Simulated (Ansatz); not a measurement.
CoAu4:

```
CELL_PARAMETERS angstrom
1.45277 0.83876 11.66605
-1.45277 0.83876 11.66605
0.00000 -1.67752 11.66605
ATOMIC_POSITIONS crystal
Au 0.60667 0.60667 0.60667
Au 0.20228 0.20228 0.20228
Au 0.79772 0.79772 0.79772
Au 0.39333 0.39333 0.39333
Co 0.00000 0.00000 0.00000
```

The cell comes from a database or a generator and needn't be the stable form of this composition.

```yaml
Program: Ansatz 0.2.0
Task: relaxation of cell and atoms
Functional: LDA
Potentials_or_basis: Ansatz PAW
Cutoff: "420 eV (not typed: the program's choice for these potentials)"
k_mesh: 11 × 11 × 11
Occupations: fermi-dirac, width 0.05 eV
Spin: collinear spin, ferromagnetic start
Starting_moments: "[0.0, 0.0, 0.0, 0.0, 2.0] μB"
```

At the start: volume 17.06 Å³/atom.

Where does the relaxation end?

It ends after 6 steps and the volume is 15.46 Å³/atom (-9.4 %); space group R-3m (No. 166, to 0.05 Å); moment 1.69 μB per cell.

The path:
| step | energy change (eV) | largest force (eV/Å) | volume (Å³) |
| --- | --- | --- | --- |
| 1 | 0.0000 | 0.0932 | 85.29 |
| 2 | -0.2922 | 0.3325 | 73.78 |
| 3 | -0.4048 | 0.0041 | 78.23 |
| 4 | -0.4118 | 0.0010 | 77.42 |
| 5 | -0.4120 | 0.0011 | 77.30 |
| 6 | -0.4092 | 0.0011 | 77.30 |

Final structure:
```
Au Co
1.0
     1.40693    0.81229   11.27245
    -1.40693    0.81229   11.27245
     0.00000   -1.62458   11.27245
Au Co
4 1
Direct
  0.60635 0.60635 0.60635
  0.20213 0.20213 0.20213
  0.79787 0.79787 0.79787
  0.39365 0.39365 0.39365
  0.00000 0.00000 0.00000
```

Caveat: the plane-wave basis is chosen anew once the cell has moved, so the energies of steps on either side of that aren't comparable; the PAW data sets come from PBE, with cores solved anew for the run's functional, which leaves a small shift of forces and pressure.
